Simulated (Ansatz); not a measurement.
**quartet Si2NH5F at 6 levels**

Aim: a comparison of 6 runs (UHF/6-31G*, U-wB97M-V/6-31G*, UCAM-B3LYP/6-31G*, UPBE0/6-31G*, RPA@PBE/6-31G*, UBCCD(T)/6-31G*) of quartet Si2NH5F. 

The results are computed with Ansatz 0.2.0.

74 further runs of the same task are left out: 74 set aside as unsound or not needed.

## (1) The molecule

Si2NH5F has 9 atoms, charge 0, and is taken as a quartet. SMILES of the parent species: `F[SiH2]N[SiH2]`. The shape is that of a PBE0-D4/def2-TZVP optimisation. This is one conformer, not always the lowest. That shape belongs to the parent species and isn't relaxed for this state.

Bond lengths: F1–Si2 1.600 Å, Si2–N3 1.712 Å, N3–Si4 1.736 Å, Si2–H5 1.480 Å, Si2–H6 1.477 Å, N3–H7 1.012 Å, Si4–H8 1.489 Å, Si4–H9 1.494 Å. Some angles: F1–Si2–N3 112.4°, Si2–N3–Si4 128.4°, F1–Si2–H5 106.1°, F1–Si2–H6 106.9°, N3–Si2–H5 109.2°, N3–Si2–H6 108.5°, Si2–N3–H7 115.7°, Si4–N3–H7 115.2°, N3–Si4–H8 106.6°, N3–Si4–H9 109.5°.

## (2) The energy at UHF/6-31G(d) (spherical functions) (run 1)

run.yaml reads:

```yaml
crystal:
  periodic: [false, false, false]
  atoms:
    - {symbol: F, position_ang: [-1.778200, 1.208900, -1.181800]}
    - {symbol: Si, position_ang: [-0.288000, 1.123600, -0.604900]}
    - {symbol: "N", position_ang: [0.241500, -0.491400, -0.403000]}
    - {symbol: Si, position_ang: [0.023600, -1.533600, 0.967900]}
    - {symbol: H, position_ang: [0.576300, 1.799100, -1.598800]}
    - {symbol: H, position_ang: [-0.302800, 1.779800, 0.718800]}
    - {symbol: H, position_ang: [0.600400, -0.942200, -1.234500]}
    - {symbol: H, position_ang: [-0.246300, -0.650000, 2.136200]}
    - {symbol: H, position_ang: [1.261800, -2.340700, 1.182700]}
basis:
  gaussian:
    orbitals: 6-31G_st_-spherical.json
magnetization:
  spin_polarized: true
  initial_magnetization: 3
hamiltonian:
  xc: hf
accuracy: high
output:
  orbitals: {seedname: orbitals}
```

The basis set 6-31G* is read from a file made from the Basis Set Exchange's data (not shown).

Started as:

```
ansatz run run.yaml --threads 1 --pin off --max-ram 3480MiB --events-out events.jsonl --progress --plain --runs-dir runs
```

Output:

```text
Warning: RAYON_NUM_THREADS=1 ignored (pool sized by the plan → 1); use --threads N
Functional definition: HF
  name "HF"
  exchange = exact_x
  correlation = 0
1685 factors; integrals over basis functions are off by at most 3.8e-9 eV
mean field evaluation 1: about -19977.7141 eV, gradient 2.8e1 eV
mean field evaluation 2: about -19977.7368 eV, gradient 2.8e1 eV
mean field evaluation 4: about -19982.9100 eV, gradient 5.2e0 eV
mean field evaluation 8: about -19985.3382 eV, gradient 1.6e0 eV
mean field evaluation 16: about -19985.4194 eV, gradient 6.8e-6 eV
mean field evaluation 32: about -19983.4738 eV, gradient 6.5e0 eV
mean field evaluation 64: about -19984.4465 eV, gradient 1.4e0 eV
mean field evaluation 96: about -19982.9027 eV, gradient 2.7e0 eV
mean field evaluation 128: about -19981.3622 eV, gradient 1.0e1 eV
mean field evaluation 160: about -19982.7784 eV, gradient 8.2e0 eV
mean field evaluation 192: about -19980.4990 eV, gradient 2.3e1 eV
mean field -19985.41940552 eV, -734.4506165492 hartree, gradient 3.2e-8 eV, S^2 3.763266; 0 other end points of the search recorded, 0 dependent functions left out
reference -19985.41940552 eV, -734.4506165492 hartree; 26, 23 occupied and 48, 51 virtual orbitals, 1685 factors
Total energy: -19985.41940552 eV, -734.4506165492 hartree
```

Run time: 7.5 s. Hardware: 1 thread of Arm Neoverse V2, shared host; peak memory 0.25 GiB.

## (3) A single-point energy at U-wB97M-V/6-31G(d) (spherical functions) (run 2)

job.yaml reads:

```yaml
crystal:
  periodic: [false, false, false]
  atoms:
    - {symbol: F, position_ang: [-1.778200, 1.208900, -1.181800]}
    - {symbol: Si, position_ang: [-0.288000, 1.123600, -0.604900]}
    - {symbol: N, position_ang: [0.241500, -0.491400, -0.403000]}
    - {symbol: Si, position_ang: [0.023600, -1.533600, 0.967900]}
    - {symbol: H, position_ang: [0.576300, 1.799100, -1.598800]}
    - {symbol: H, position_ang: [-0.302800, 1.779800, 0.718800]}
    - {symbol: H, position_ang: [0.600400, -0.942200, -1.234500]}
    - {symbol: H, position_ang: [-0.246300, -0.650000, 2.136200]}
    - {symbol: H, position_ang: [1.261800, -2.340700, 1.182700]}
basis:
  gaussian:
    orbitals: 6-31G_st_-spherical.json
magnetization:
  spin_polarized: true
  initial_magnetization: 3
hamiltonian:
  xc: {name: wB97M-V}
accuracy: high
output: {orbitals: {seedname: orbitals}}
```

The basis set 6-31G* is read from a file made from the Basis Set Exchange's data (not shown).

Started as:

```
ansatz run job.yaml --threads 1 --pin off --max-ram 3480MiB --events-out events.jsonl --progress --plain --runs-dir runs
```

Output, cut to the lines that bear on the results:

```text
Warning: RAYON_NUM_THREADS=1 ignored (pool sized by the plan → 1); use --threads N
Functional definition: wB97M-V
  name "wB97M-V"
[...]
  gx(w, u) = 1 - cx + cx01*u + cx10*w
  gss(w, u) = css00 + css04*u^4 + css10*w + css20*w^2 + css43*w^4*u^3
  gos(w, u) = cos00 + cos10*w + (cos20 + cos21*u)*w^2 + (cos60 + cos61*u)*w^6
[...]
      + integral(e_c_pw_mod_opposite_spin*gos(b97_w_opposite, b97_u_opposite)) + vv10(b, c)
1685 factors; integrals over basis functions are off by at most 3.8e-9 eV
388 factors; integrals over basis functions are off by at most 2.5e-9 eV
[...]
mean field -20033.76982888 eV, -736.2274618346 hartree, gradient 4.9e-8 eV, S^2 3.753086; 4 other end points of the search recorded, 0 dependent functions left out
reference -20033.76983372 eV, -736.2274620125 hartree; 26, 23 occupied and 48, 51 virtual orbitals, 1685 factors
Total energy: -20033.76983372 eV, -736.2274620125 hartree
```

It took 3.4 min on 1 thread of Arm Neoverse V2, shared host; peak memory 1 GiB.

Runs 3 to 5 aren't shown in full; the table further down has their settings and results.

## (4) The energy at UBCCD(T)/6-31G(d) (spherical functions) (run 6)

Changes to job.yaml since step 3:

```diff
@@ -5,3 +5,3 @@
     - {symbol: Si, position_ang: [-0.288000, 1.123600, -0.604900]}
-    - {symbol: N, position_ang: [0.241500, -0.491400, -0.403000]}
+    - {symbol: "N", position_ang: [0.241500, -0.491400, -0.403000]}
     - {symbol: Si, position_ang: [0.023600, -1.533600, 0.967900]}
@@ -15,2 +15,7 @@
     orbitals: 6-31G_st_-spherical.json
+scf:
+  omitted_lower_state_checks: [cluster_reference, increment]
+correlation:
+  method: bccd_t
+  frozen_orbitals: {F: 1, H: 0, "N": 1, Si: 5}
 magnetization:
@@ -18,5 +23,2 @@
   initial_magnetization: 3
-hamiltonian:
-  xc: {name: wB97M-V}
 accuracy: high
-output: {orbitals: {seedname: orbitals}}
```

The basis set 6-31G* is read from a file made from the Basis Set Exchange's data (not shown).

Started as:

```
ansatz run job.yaml --threads 1 --pin off --max-ram 3480MiB --events-out events.jsonl --progress --plain --runs-dir runs
```

Output:

```text
Warning: RAYON_NUM_THREADS=1 ignored (pool sized by the plan → 1); use --threads N
[... 14 lines left out ...]
12 core orbitals not correlated: weight in the atoms' cores, before any rotation towards them, 1.000 or more for the frozen orbitals, at most 0.000 for the correlated occupied ones
[... 39 lines left out ...]
Total energy: -19999.14781371 eV, -734.9551262447 hartree
Checks for a lower state left out: cluster_reference, increment
```

Run time: 64 s. Hardware: 1 thread of Arm Neoverse V2, shared host; peak memory 0.75 GiB.

## (5) The series

```csv
run,level,frozen core orbitals,energy (Eh),HOMO energy (eV),⟨S²⟩,wall time
1,UHF/6-31G* (spherical functions),–,-734.450617,-3.11,3.763,7.5 s
2,U-wB97M-V/6-31G* (spherical functions),–,-736.227462,-3.52,3.753,3.4 min
3,UCAM-B3LYP/6-31G* (spherical functions),–,-736.287709,-2.75,3.754,27 s
4,UPBE0/6-31G* (spherical functions),–,-735.931055,-2.04,3.755,23 s
5,RPA@PBE/6-31G* (spherical functions),12,-735.175868,–,3.753,31 s
6,UBCCD(T)/6-31G* (spherical functions),12,-734.955126,–,3.763,64 s
```

## (6) Summary of results

| quantity | value |
| --- | --- |
| run 6: total energy | -734.95513 Eh |
| run 6: correlation energy (12 core orbitals frozen) | -504.5 mEh |
| run 6: (T) correction | -12.67 mEh |
| run 6: ⟨S²⟩ of the reference determinant | 3.763 |

In words: Totals of different functionals can't be ranked against each other. All runs together took 5.9 min, the longest 3.4 min.
